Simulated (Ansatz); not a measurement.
# Ge2H4: the cost of one run

Program: Ansatz 0.2.0, Gaussian basis. Level of theory: cc-pVTZ, core rule «outside noble gas», up to 28 orbitals frozen. These are calculated values, not measurements.

The runs, in order: UHF; CCSD(T) on ROHF; CCSD(T) on UHF; BCCD(T) on ROHF; CCSDT(Q) on ROHF; CCSDT(Q) on UHF.

6 further runs of the same task are left out: 6 set aside as unsound or not needed.

## 1. The system

The geometry is a PBE0/def2-TZVP stationary point (not a proven minimum) of the parent state, kept for this charge and spin. No spin-orbit coupling is included. The filled d shell of Ge may be among the frozen orbitals whatever the setting's name suggests; the logs give the count.

6 atoms, charge 1, spin multiplicity 2.

Atoms are counted from 1 here; the program's logs count them from 0.

Bond lengths: Ge1–Ge2 2.423 Å, Ge1–H3 1.540 Å, Ge1–H4 1.535 Å, Ge1–H5 1.540 Å, Ge2–H6 1.550 Å. Angles: Ge2–Ge1–H3 110.7°, Ge2–Ge1–H4 107.0°, Ge2–Ge1–H5 110.7°, H3–Ge1–H4 109.6°, H3–Ge1–H5 109.3°, H4–Ge1–H5 109.6°, Ge1–Ge2–H6 122.2°.

## 2. UHF

Input file in.yaml:

```yaml
crystal:
  periodic: [false, false, false]
  atoms:
    - {symbol: Ge, position_ang: [0.000000, -0.022865, 1.190258]}
    - {symbol: Ge, position_ang: [0.000000, 0.040906, -1.232137]}
    - {symbol: H, position_ang: [1.255509, -0.742092, 1.716378]}
    - {symbol: H, position_ang: [0.000000, 1.432623, 1.676692]}
    - {symbol: H, position_ang: [-1.255509, -0.742092, 1.716378]}
    - {symbol: H, position_ang: [0.000000, -1.248594, -2.091358]}
basis:
  gaussian: {orbitals: cc-pVTZ}
total_charge: 1
magnetization: {spin_polarized: true, initial_magnetization: 1}
hamiltonian: {xc: hf}
output: {orbitals: {seedname: orbitals}}
```

Launch:

```console
ansatz run in.yaml --threads 1 --pin off --events-out ev --progress --plain --max-ram 4096MiB --backend cpu
```

What time and memory should one allow on 1 thread of AMD EPYC 7R13, shared host?

About 6.5 s, with a peak of 0.42 GiB.
